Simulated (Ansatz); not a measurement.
**CH₆F₂Si₂: small, medium and large basis sets**

Aim: see how fast density functionals converge with the basis set for CH₆F₂Si₂.

The runs use Ansatz 0.2.0, Gaussian basis; one geometry, several basis sets.

The runs, in order: PBE0-D4/def2-SVP; ωB97M-V/def2-SVP; PBE0-D4/def2-QZVPP; ωB97M-V/def2-QZVPP; the functionals' def2-TZVPP values are taken from earlier runs.

**1. Structure used throughout**

The geometry comes from an earlier relaxation with PBE0-D4 in a triple-zeta def2 set; it is a stationary point, not always the lowest conformer.

SMILES `FC[SiH](F)[SiH3]`, 11 atoms, charge 0, spin multiplicity 1.

Atoms are counted from 1 here; the program's logs count them from 0.

Bond lengths: F1–C2 1.394 Å, C2–Si3 1.894 Å, C2–H6 1.095 Å, C2–H7 1.095 Å, Si3–F4 1.609 Å, Si3–Si5 2.344 Å, Si3–H8 1.487 Å, Si5–H9 1.486 Å, Si5–H10 1.487 Å, Si5–H11 1.487 Å. Angles: F1–C2–Si3 108.0°, F1–C2–H6 108.3°, F1–C2–H7 108.4°, Si3–C2–H6 112.2°, Si3–C2–H7 111.7°, H6–C2–H7 108.0°, C2–Si3–F4 106.5°, C2–Si3–Si5 111.1°, C2–Si3–H8 109.5°, F4–Si3–Si5 110.2°, F4–Si3–H8 107.6°, Si5–Si3–H8 111.7°, Si3–Si5–H9 109.3°, Si3–Si5–H10 109.9°, Si3–Si5–H11 110.1°, H9–Si5–H10 109.2°, H9–Si5–H11 109.3°, H10–Si5–H11 109.1°.

**2. PBE0-D4 in def2-SVP**

Contents of in.yaml:

```yaml
crystal:
  periodic: [false, false, false]
  atoms:
    - {symbol: F, position_ang: [-2.127272, -0.060783, -0.666783]}
    - {symbol: C, position_ang: [-1.421238, 0.971854, -0.052356]}
    - {symbol: Si, position_ang: [0.425759, 0.678142, -0.353420]}
    - {symbol: F, position_ang: [1.211494, 1.800024, 0.490418]}
    - {symbol: Si, position_ang: [1.065156, -1.463687, 0.352220]}
    - {symbol: H, position_ang: [-1.763833, 1.921925, -0.474656]}
    - {symbol: H, position_ang: [-1.663306, 0.969067, 1.015330]}
    - {symbol: H, position_ang: [0.734254, 0.898143, -1.791035]}
    - {symbol: H, position_ang: [0.429363, -2.479764, -0.526517]}
    - {symbol: H, position_ang: [2.543297, -1.603627, 0.270296]}
    - {symbol: H, position_ang: [0.631629, -1.688396, 1.757103]}
basis:
  gaussian: {orbitals: def2-SVP}
hamiltonian: {xc: pbe0, dispersion: d4}
output: {orbitals: {seedname: orbitals}}
```

Started as:

```console
> ansatz run in.yaml --threads 4 --pin off --events-out ev --progress --plain --max-ram 10444MiB
```

Further steps of the session: ωB97M-V in def2-SVP; PBE0-D4 in def2-QZVPP; ωB97M-V in def2-QZVPP.

**Question.** What will the summary of the whole plan be? Wanted: PBE0-D4: double and triple zeta above quadruple; ωB97M-V: double and triple zeta above quadruple.

The runs gave:

| quantity | value |
| --- | --- |
| PBE0-D4: double and triple zeta above quadruple | 14.63, 0.90 eV |
| ωB97M-V: double and triple zeta above quadruple | 14.82, 0.84 eV |

What this shows: PBE0-D4 gains 13.73 eV from double to triple zeta, then 0.90 eV more. Total energies overstate the basis error of differences, where much of it tends to cancel. The LUMO of ωB97M-V is positive and keeps falling with the basis (1.54 to 0.90 eV): an unbound level that the basis holds in place.
